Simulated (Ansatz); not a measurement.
# B2H4O5: basis-set convergence

One table from this session's results is given with a row withheld; the runs are named, their logs left out.

The runs use Ansatz 0.2.0, Gaussian basis; one geometry, several basis sets.

Plan: PBE0-D4/def2-SVP; ωB97M-V/def2-SVP; PBE0-D4/def2-QZVPP; ωB97M-V/def2-QZVPP; the functionals' def2-TZVPP values are taken from earlier runs.

## Structure used throughout

All runs share one geometry, relaxed beforehand with PBE0-D4 in a triple-zeta def2 set.

SMILES `OB(O)OB(O)O`, 11 atoms, charge 0, spin multiplicity 1.

Atoms are counted from 1 here; the program's logs count them from 0.

Bond lengths: O1–B2 1.353 Å, O1–H8 0.964 Å, B2–O3 1.359 Å, B2–O4 1.394 Å, O3–H9 0.959 Å, O4–B5 1.364 Å, B5–O6 1.371 Å, B5–O7 1.362 Å, O6–H10 0.960 Å, O7–H11 0.960 Å. Angles: B2–O1–H8 111.9°, O1–B2–O3 118.3°, O1–B2–O4 123.7°, O3–B2–O4 118.1°, B2–O3–H9 111.9°, B2–O4–B5 128.3°, O4–B5–O6 120.0°, O4–B5–O7 121.1°, O6–B5–O7 118.9°, B5–O6–H10 112.9°, B5–O7–H11 112.4°.

Geometry (Å):

| atom | x (Å) | y (Å) | z (Å) |
| --- | --- | --- | --- |
| O1 | -1.8013 | 0.7665 | 0.5559 |
| B2 | -1.2643 | -0.4618 | 0.3740 |
| O3 | -2.0527 | -1.5479 | 0.5910 |
| O4 | 0.0545 | -0.6775 | -0.0242 |
| B5 | 1.0183 | 0.2485 | -0.2967 |
| O6 | 0.7345 | 1.5857 | -0.1897 |
| O7 | 2.2702 | -0.1304 | -0.6768 |
| H8 | -1.1636 | 1.4672 | 0.3771 |
| H9 | -1.5813 | -2.3682 | 0.4357 |
| H10 | 1.4843 | 2.1451 | -0.4043 |
| H11 | 2.3666 | -1.0842 | -0.7214 |

Set-up of the first run:

in.yaml reads:

```yaml
crystal:
  periodic: [false, false, false]
  atoms:
    - {symbol: O, position_ang: [-1.801258, 0.766533, 0.555922]}
    - {symbol: B, position_ang: [-1.264305, -0.461834, 0.373974]}
    - {symbol: O, position_ang: [-2.052668, -1.547892, 0.590953]}
    - {symbol: O, position_ang: [0.054494, -0.677531, -0.024203]}
    - {symbol: B, position_ang: [1.018294, 0.248502, -0.296653]}
    - {symbol: O, position_ang: [0.734517, 1.585698, -0.189707]}
    - {symbol: O, position_ang: [2.270209, -0.130427, -0.676810]}
    - {symbol: H, position_ang: [-1.163640, 1.467205, 0.377126]}
    - {symbol: H, position_ang: [-1.581305, -2.368169, 0.435720]}
    - {symbol: H, position_ang: [1.484253, 2.145078, -0.404321]}
    - {symbol: H, position_ang: [2.366609, -1.084162, -0.721401]}
basis:
  gaussian: {orbitals: def2-SVP}
hamiltonian: {xc: pbe0, dispersion: d4}
output: {orbitals: {seedname: orbitals}}
```

Run with:

```bash
> ansatz run in.yaml --threads 2 --pin off --events-out ev --progress --plain --max-ram 32768MiB --backend cpu
```

Among the steps run: PBE0-D4 in def2-SVP; ωB97M-V in def2-SVP; PBE0-D4 in def2-QZVPP; ωB97M-V in def2-QZVPP.

One table of the session follows, with a row left open; its other results are not shown here.

| functional | basis | HOMO (eV) | LUMO (eV) |
| --- | --- | --- | --- |
| PBE0-D4 | def2-SVP | -8.76 | 1.19 |
| PBE0-D4 | def2-TZVPP | -9.10 | 0.22 |
| PBE0-D4 | def2-QZVPP | -9.16 | 0.07 |
| ωB97M-V | def2-SVP | -11.21 | 2.83 |
| ωB97M-V | def2-TZVPP | ? | ? |
| ωB97M-V | def2-QZVPP | -11.63 | 1.25 |

Estimate the missing values for ωB97M-V, def2-TZVPP.

**Answer.** HOMO (eV): -11.58; LUMO (eV): 1.53. In the column «HOMO (eV)» it lies between ωB97M-V, def2-QZVPP (-11.63) and ωB97M-V, def2-SVP (-11.21).
